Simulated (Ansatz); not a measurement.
# C₂H₉GaGeO: how energies converge with the basis set

One table from this session's results is given with a row withheld; the runs are named, their logs left out.

Method: one geometry, several basis sets; program: Ansatz 0.2.0, Gaussian basis.

Plan: PBE0-D4/def2-SVP; ωB97M-V/def2-SVP; PBE0-D4/def2-QZVPP; ωB97M-V/def2-QZVPP; the functionals' def2-TZVPP values are taken from earlier runs.

## The geometry

All runs share one geometry, relaxed beforehand with PBE0-D4 in a triple-zeta def2 set.

14 atoms, charge 0, spin multiplicity 1.

Atoms are counted from 1 here; the program's logs count them from 0.

Bond lengths: C1–Ga2 1.965 Å, C1–H6 1.091 Å, C1–H7 1.093 Å, C1–H8 1.093 Å, Ga2–C3 1.957 Å, Ga2–O4 1.798 Å, C3–H9 1.093 Å, C3–H10 1.093 Å, C3–H11 1.090 Å, O4–Ge5 1.762 Å, Ge5–H12 1.540 Å, Ge5–H13 1.541 Å, Ge5–H14 1.545 Å. Angles: Ga2–C1–H6 111.9°, Ga2–C1–H7 110.3°, Ga2–C1–H8 110.2°, H6–C1–H7 108.6°, H6–C1–H8 108.6°, H7–C1–H8 107.2°, C1–Ga2–C3 130.5°, C1–Ga2–O4 116.5°, C3–Ga2–O4 113.0°, Ga2–C3–H9 110.5°, Ga2–C3–H10 110.8°, Ga2–C3–H11 110.3°, H9–C3–H10 107.3°, H9–C3–H11 108.8°, H10–C3–H11 109.0°, Ga2–O4–Ge5 132.5°, O4–Ge5–H12 108.0°, O4–Ge5–H13 108.7° and more.

As a file:

```mol
C2H9GaGeO
  3D, bonds by distance, orders not assigned

 14 13  0  0  0  0  0  0  0  0999 V2000
   -1.4891    1.1775    0.3045 C   0  0
    0.1739    0.1837    0.6306 Ga  0  0
    1.3391    0.1349    2.2027 C   0  0
    0.7572   -0.8651   -0.7076 O   0  0
    0.1254   -1.2049   -2.3165 Ge  0  0
   -1.7694    1.7926    1.1606 H   0  0
   -1.3776    1.8255   -0.5683 H   0  0
   -2.3068    0.4849    0.0905 H   0  0
    1.7586    1.1246    2.4000 H   0  0
    0.7790   -0.1637    3.0920 H   0  0
    2.1567   -0.5686    2.0451 H   0  0
    0.0795   -2.7331   -2.4973 H   0  0
    1.0675   -0.5732   -3.3595 H   0  0
   -1.2940   -0.6150   -2.4768 H   0  0
  1  2  8  0
  2  3  8  0
  2  4  8  0
  4  5  8  0
  1  6  8  0
  1  7  8  0
  1  8  8  0
  3  9  8  0
  3 10  8  0
  3 11  8  0
  5 12  8  0
  5 13  8  0
  5 14  8  0
M  END
```

Set-up of the first run:

in.yaml reads:

```yaml
crystal:
  periodic: [false, false, false]
  atoms:
    - {symbol: C, position_ang: [-1.489087, 1.177496, 0.304492]}
    - {symbol: Ga, position_ang: [0.173876, 0.183707, 0.630618]}
    - {symbol: C, position_ang: [1.339112, 0.134881, 2.202660]}
    - {symbol: O, position_ang: [0.757223, -0.865122, -0.707631]}
    - {symbol: Ge, position_ang: [0.125383, -1.204861, -2.316482]}
    - {symbol: H, position_ang: [-1.769425, 1.792642, 1.160600]}
    - {symbol: H, position_ang: [-1.377559, 1.825495, -0.568341]}
    - {symbol: H, position_ang: [-2.306788, 0.484874, 0.090540]}
    - {symbol: H, position_ang: [1.758620, 1.124563, 2.400048]}
    - {symbol: H, position_ang: [0.778980, -0.163723, 3.091989]}
    - {symbol: H, position_ang: [2.156709, -0.568631, 2.045118]}
    - {symbol: H, position_ang: [0.079473, -2.733125, -2.497263]}
    - {symbol: H, position_ang: [1.067484, -0.573198, -3.359537]}
    - {symbol: H, position_ang: [-1.294012, -0.614976, -2.476801]}
basis:
  gaussian: {orbitals: def2-SVP}
hamiltonian: {xc: pbe0, dispersion: d4}
output: {orbitals: {seedname: orbitals}}
```

Started as:

```console
> ansatz run in.yaml --threads 4 --pin off --events-out ev --progress --plain --max-ram 10444MiB
```

Among the steps run: PBE0-D4 in def2-SVP; ωB97M-V in def2-SVP; PBE0-D4 in def2-QZVPP; ωB97M-V in def2-QZVPP.

One table of the session follows, with a row left open; its other results are not shown here.

It belongs to the step «Functionals by basis». 

| functional | basis | HOMO (eV) | LUMO (eV) |
| --- | --- | --- | --- |
| PBE0-D4 | def2-SVP | ? | ? |
| PBE0-D4 | def2-TZVPP | -7.56 | -0.32 |
| PBE0-D4 | def2-QZVPP | -7.56 | -0.38 |
| ωB97M-V | def2-SVP | -9.71 | 1.46 |
| ωB97M-V | def2-TZVPP | -9.78 | 1.31 |
| ωB97M-V | def2-QZVPP | -9.78 | 1.01 |

**Question.** Estimate the row for PBE0-D4, def2-SVP.

The run gave: HOMO (eV): -7.50; LUMO (eV): -0.25. In the column «HOMO (eV)» it is the highest.
